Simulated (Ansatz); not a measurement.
# Mg3Te2O: the cost of one run

Program: Ansatz 0.2.0. Level of theory: DFT PBE, scalar-relativistic, plane waves, PAW, unless a step names another level. These are calculated values, not measurements.

3 further runs of the same task are left out: 3 that didn't finish. Runs told in other sessions of the task aren't counted.

### Step 1. The starting structure

The structure is orthorhombic, space group Cmcm (No. 63). Conventional cell: a = 13.206 Å, b = 6.738 Å, c = 6.168 Å, α = 90.00°, β = 90.00°, γ = 90.00°. Around Mg (site symmetry m) lie 1 O at 1.98 Å and 2 Te at 2.84 to 2.89 Å. Around Mg (site symmetry 2/m) lie 2 O at 2.00 Å and 4 Te at 3.06 Å. Around Te (site symmetry m) lie 6 Mg at 2.84 to 3.13 Å. Around O (site symmetry m2m) lie 4 Mg at 1.98 to 2.00 Å.

As a file:

```cif
data_structure
_symmetry_space_group_name_H-M 'Cmcm'
_symmetry_Int_Tables_number 63
_cell_length_a 13.2065
_cell_length_b 6.7381
_cell_length_c 6.1685
_cell_angle_alpha 90.000
_cell_angle_beta 90.000
_cell_angle_gamma 90.000
_cell_volume 548.92
loop_
_atom_site_label
_atom_site_type_symbol
_atom_site_symmetry_multiplicity
_atom_site_Wyckoff_symbol
_atom_site_fract_x
_atom_site_fract_y
_atom_site_fract_z
_atom_site_occupancy
Mg1 Mg 8 g 0.63303 0.17440 0.25000 1
Mg2 Mg 4 a 0.00000 0.00000 0.00000 1
Te1 Te 8 g 0.84772 0.74515 0.75000 1
O1 O 4 c 0.00000 0.81060 0.25000 1
```

It came out lowest among 20 distinct ends of the trial cells. At a tolerance of 0.02 Å it has space group Cmcm (No. 63).

### Step 2. Kick test: the unmoved cell on a coarse mesh

input.yaml

```yaml
crystal:
  lattice:
    - [0.0, 0.0, -6.1684980413]
    - [0.0, 6.7381381302, 0.0]
    - [6.6032262609, -3.3690690651, 0.0]
  atoms:
    - { symbol: Mg, position: [0.25, 0.8074279143, 0.266058113] }
    - { symbol: Mg, position: [0.25, 0.5413698013, 0.733941887] }
    - { symbol: Mg, position: [0.5, 0.0, 0.0] }
    - { symbol: Mg, position: [0.75, 0.4586301987, 0.266058113] }
    - { symbol: Mg, position: [0.75, 0.1925720857, 0.733941887] }
    - { symbol: Mg, position: [0.0, 0.0, 0.0] }
    - { symbol: Te, position: [0.75, 0.59287621, 0.6954477776] }
    - { symbol: Te, position: [0.25, 0.40712379, 0.3045522224] }
    - { symbol: Te, position: [0.75, 0.8974284324, 0.3045522224] }
    - { symbol: Te, position: [0.25, 0.1025715676, 0.6954477776] }
    - { symbol: O, position: [0.25, 0.8106009443, 1.0] }
    - { symbol: O, position: [0.75, 0.1893990557, 1.0] }
basis:
  ecutwfc: 420
kpoints:
  mp_grid: { grid: [2, 2, 2] }
hamiltonian:
  xc: pbe
scf:
  occupations: { method: gaussian, width: 0.1 }
  lower_state_search: "off"
output:
  forces: true
  stress: true
  eigenvalues: true
```

Run with:

```
ansatz run input.yaml --threads 1 --pin off --max-ram 2560MiB --backend cpu --events-out ev --progress --plain --runs-dir out
```

**Question.** How long does this run take on 1 thread of Arm Neoverse V1, shared host, and how much memory does it need?

About 6.8 s, with a peak of 0.53 GiB.
